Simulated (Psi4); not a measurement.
# C2H2FSi (SMILES C#C[SiH]F): UPBE0/def2-SVPD

Aim: the vertical electron affinity of C2H2FSi at UPBE0/def2-SVPD, from 2 runs. 

Program for the calculation: Psi4 1.11.

1 further run of the same task is left out (set aside as unsound or not needed).

**1. The structure to begin with**

C2H2FSi: 6 atoms, total charge 0, spin state doublet. SMILES: `C#C[SiH]F`. Geometry: relaxed at PBE0-D4/def2-TZVP.

Bond lengths: C1–C2 1.209 Å, C2–Si3 1.806 Å, Si3–F4 1.599 Å, C1–H5 1.066 Å, Si3–H6 1.485 Å. Angles: C1–C2–Si3 173.2°, C2–Si3–F4 109.8°, C2–C1–H5 179.1°, C2–Si3–H6 111.2°, F4–Si3–H6 108.3°.

**2. A single-point energy at UPBE0/def2-SVPD**

job.py

```python
import psi4

psi4.set_memory(1600000000)
psi4.set_num_threads(1)
psi4.core.set_output_file('psi4.out', False)

geom = psi4.geometry("""
0 2
C      0.22317666    -1.28501376    -3.03433324
C      0.22752303    -0.40383447    -0.92615477
Si     0.63929435     0.88193518     2.20871189
F     -0.90328909    -0.77913408     4.20804213
H      0.18953953    -2.05828969    -4.89495758
H     -0.29687597     3.52320539     2.35138622
units bohr
symmetry c1
no_reorient
no_com
""")

psi4.set_options({
    'reference': 'uks',
    'puream': True,
    'e_convergence': 1e-09,
    'd_convergence': 1e-08,
    'scf_type': 'pk',
    'dft_radial_points': 99,
    'dft_spherical_points': 590,
    'maxiter': 200,
})

e, wfn = psi4.energy("pbe0/def2-SVPD", return_wfn=True)
psi4.oeprop(wfn, "QUADRUPOLE", "LOWDIN_CHARGES", "MULLIKEN_CHARGES")
print(f'total energy {e:.8f} hartree = {e * 27.211386:.5f} eV')
```

On the command line:

```
$ python job.py
```

psi4.out (excerpt; [...] marks lines left out):

```text
[...]
  Running in c1 symmetry.
[...]
  Nuclear repulsion =  130.576000817599237
[...]
  Multiplicity = 2
[...]
  Nalpha       = 19
  Nbeta        = 18
[...]
    Number of basis functions: 103
[...]
   @UKS iter   1:  -465.90877972412977   -4.12312e-01   6.37064e-03 ADIIS/DIIS
[...]
   @UKS iter  16:  -466.15804907833876   -1.76215e-11   9.67453e-09 DIIS
[...]
   @S^2 Observed:                7.548163239E-01
[...]
    Orbital Energies [Eh]
    ---------------------
    Alpha Occupied:
       1A    -66.313078     2A    -24.784086     3A    -10.268699
       4A    -10.246958     5A     -5.395958     6A     -3.736197
       7A     -3.734071     8A     -3.730733     9A     -1.213285
      10A     -0.785940    11A     -0.614734    12A     -0.561559
      13A     -0.498593    14A     -0.480669    15A     -0.471454
      16A     -0.397719    17A     -0.338549    18A     -0.327191
      19A     -0.238147
    Alpha Virtual:
      20A     -0.036224    21A     -0.006399    22A      0.029942
      23A      0.048923    24A      0.056335    25A      0.060657
[...]
  @UKS Final Energy:  -466.15804907833876
   => Energetics <=
    Nuclear Repulsion Energy =            130.5760008175992368
    One-Electron Energy =                -902.6191420214236132
    Two-Electron Energy =                 338.1054753199152287
    DFT Exchange-Correlation Energy =     -32.2203831944296724
    Empirical Dispersion Energy =           0.0000000000000000
    VV10 Nonlocal Energy =                  0.0000000000000000
    Total Energy =                       -466.1580490783387631
[...]
 Multipole Moments:
 ------------------------------------------------------------------------------------
     Multipole            Electronic (a.u.)      Nuclear  (a.u.)        Total (a.u.)
 ------------------------------------------------------------------------------------
 L = 1.  Multiply by 2.5417464519 to convert [e a0] to [Debye]
 Dipole X            :         -3.1843787            3.4173808            0.2330021
 Dipole Y            :          3.4945708           -3.3332879            0.1612829
 Dipole Z            :        -43.1197006           42.4878462           -0.6318543
 Magnitude           :                                                    0.6924898
 L = 2.  Multiply by 1.3450342976 to convert [e a0^2] to [Debye ang]
 Quadrupole XX       :        -36.8026178           13.7986502          -23.0039676
 Quadrupole XY       :        -10.7327802           10.5193937           -0.2133865
[...]
  Mulliken Charges: (a.u.)
   Center  Symbol    Alpha    Beta     Spin     Total
       1     C     3.43123  3.23282  0.19841 -0.66405
       2     C     2.59847  2.70125 -0.10278  0.70028
       3    SI     7.13499  6.28186  0.85314  0.58315
       4     F     4.81498  4.79847  0.01651 -0.61345
       5     H     0.50936  0.51395 -0.00459 -0.02332
       6     H     0.51096  0.47165  0.03931  0.01739
   Total alpha = 19.00000, Total beta = 18.00000, Total charge = -0.00000
  Lowdin Charges: (a.u.)
   Center  Symbol    Alpha    Beta     Spin     Total
[...]
```

On the terminal:

```text
total energy -466.15804908 hartree = -12684.80661 eV
```

Run time: 29 s. Hardware: 1 thread of Intel Xeon Platinum 8488C (Sapphire Rapids), shared host; peak memory 0.65 GiB.

**3. The singlet anion: energy and gradient at PBE0/def2-SVPD**

c2h2fsi.xyz

```xyz
6
C2H2FSi
C      0.118100    -0.680000    -1.605700
C      0.120400    -0.213700    -0.490100
Si     0.338300     0.466700     1.168800
F     -0.478000    -0.412300     2.226800
H      0.100300    -1.089200    -2.590300
H     -0.157100     1.864400     1.244300
```

c2h2fsi.py

```python
import psi4

psi4.set_memory('1600 MB')
psi4.set_num_threads(1)
psi4.core.set_output_file('psi4.out', False)

with open('c2h2fsi.xyz') as f:
    atoms = ''.join(f.readlines()[2:])
geom = psi4.geometry('-1 1\n' + atoms + 'symmetry c1\nno_reorient\nno_com')

options = {'basis': 'def2-SVPD', 'puream': True, 'e_convergence': 1e-09, 'd_convergence': 1e-08, 'scf_type': 'pk', 'dft_radial_points': 99, 'dft_spherical_points': 590}
psi4.set_options(options)

e, wfn = psi4.gradient('pbe0', return_wfn=True)
psi4.oeprop(wfn, 'WIBERG_LOWDIN_INDICES', 'QUADRUPOLE', 'MULLIKEN_CHARGES')
print('gradient / Eh bohr^-1')
print(e.np.round(6))
print(f'energy = {wfn.energy():.10f} Eh')
for k, v in sorted(psi4.core.scalar_variables().items()):
    print(f'{k:45s} {v:18.10f}')
```

On the command line:

```
$ python c2h2fsi.py
```

psi4.out (excerpt; [...] marks lines left out):

```text
[...]
  Running in c1 symmetry.
[...]
  Nuclear repulsion =  130.576000701221858
[...]
  Multiplicity = 1
[...]
  Nalpha       = 19
  Nbeta        = 19
[...]
    Number of basis functions: 103
[...]
   @RKS iter   1:  -465.84995438602220   -3.53486e-01   7.30806e-03 ADIIS/DIIS
[...]
   @RKS iter  13:  -466.19275323080291   -1.53477e-12   3.81618e-09 DIIS
[...]
  @RKS Final Energy:  -466.19275323080291
   => Energetics <=
    Nuclear Repulsion Energy =            130.5760007012218580
    One-Electron Energy =                -910.9824476749624864
    Two-Electron Energy =                 346.6231933393501663
    DFT Exchange-Correlation Energy =     -32.4094995964124024
    Empirical Dispersion Energy =           0.0000000000000000
    VV10 Nonlocal Energy =                  0.0000000000000000
    Total Energy =                       -466.1927532308029072
[...]
  -Total Gradient:
     Atom            X                  Y                   Z
    ------   -----------------  -----------------  -----------------
       1       -0.000472754420     0.017681290213     0.040314774521
       2        0.021940425666    -0.019152229995    -0.027904250151
       3       -0.086020685193    -0.026412022985     0.011944322801
       4        0.045767149561     0.031111348331    -0.035188814174
       5       -0.001809478676     0.002350860087     0.004212300166
       6        0.020640651813    -0.005577231947     0.006613183849
[...]
 Multipole Moments:
 ------------------------------------------------------------------------------------
     Multipole            Electronic (a.u.)      Nuclear  (a.u.)        Total (a.u.)
 ------------------------------------------------------------------------------------
 L = 1.  Multiply by 2.5417464519 to convert [e a0] to [Debye]
 Dipole X            :         -4.3094223            3.4173807           -0.8920416
 Dipole Y            :          2.9789865           -3.3332879           -0.3543014
 Dipole Z            :        -44.2786559           42.4878463           -1.7908096
 Magnitude           :                                                    2.0318136
 L = 2.  Multiply by 1.3450342976 to convert [e a0^2] to [Debye ang]
 Quadrupole XX       :        -44.3173492           13.7986501          -30.5186991
 Quadrupole XY       :        -11.6000906           10.5193937           -1.0806969
[...]
```

The script printed:

```text
gradient / Eh bohr^-1
[[-0.000473  0.017681  0.040315]
 [ 0.02194  -0.019152 -0.027904]
 [-0.086021 -0.026412  0.011944]
 [ 0.045767  0.031111 -0.035189]
 [-0.001809  0.002351  0.004212]
 [ 0.020641 -0.005577  0.006613]]
energy = -466.1927532308 Eh
CURRENT ENERGY                                   -466.1927532308
CURRENT REFERENCE ENERGY                         -466.1927532308
DD SOLVATION ENERGY                                 0.0000000000
DFT FUNCTIONAL TOTAL ENERGY                      -466.1927532308
DFT TOTAL ENERGY                                 -466.1927532308
DFT VV10 ENERGY                                     0.0000000000
DFT XC ENERGY                                     -32.4094995964
GRID ELECTRONS ALPHA                               19.0000008516
GRID ELECTRONS BETA                                19.0000008516
GRID ELECTRONS TOTAL                               38.0000017032
NUCLEAR REPULSION ENERGY                          130.5760007012
ONE-ELECTRON ENERGY                              -910.9824476750
PCM POLARIZATION ENERGY                             0.0000000000
PE ENERGY                                           0.0000000000
SCF ITERATION ENERGY                             -466.1927532308
SCF ITERATIONS                                     13.0000000000
SCF TOTAL ENERGY                                 -466.1927532308
TWO-ELECTRON ENERGY                               346.6231933394
XC GRID RADIAL POINTS                              99.0000000000
XC GRID SPHERICAL POINTS                          590.0000000000
XC GRID TOTAL POINTS                           338034.0000000000
```

Wall time 24 s (1 thread of Intel Xeon Platinum 8488C (Sapphire Rapids), shared host); peak memory 0.65 GiB.

**4. Summary of results**

Level: UPBE0/def2-SVPD.

| quantity | value |
| --- | --- |
| doublet C2H2FSi: total energy | -466.15805 Eh |
| doublet C2H2FSi: dipole moment | 1.76 D |
| doublet C2H2FSi: HOMO energy (highest over α and β) | -6.48 eV |
| doublet C2H2FSi: LUMO energy (lowest over α and β) | -2.76 eV |
| doublet C2H2FSi: ⟨S²⟩ | 0.755 |
| singlet anion: total energy | -466.19275 Eh |
| singlet anion: HOMO energy | 0.92 eV |
| singlet anion: LUMO energy | 4.51 eV |
| singlet anion: HOMO–LUMO gap (to an unbound level, set by the basis) | 3.58 eV |
| singlet anion: largest force on an atom | 4.668 eV/Å |
| vertical electron affinity (to the singlet anion) | 0.944 eV |

What this shows: At fixed nuclei the extra electron is bound by 0.94 eV (91.1 kJ/mol). Mulliken charges (singlet anion) run from -0.75 on C1 to +0.71 on C2; in a basis this large or diffuse they mean little. The HOMO (singlet anion) lies at positive energy, 0.92 eV; only total energies tell whether the electron is bound.
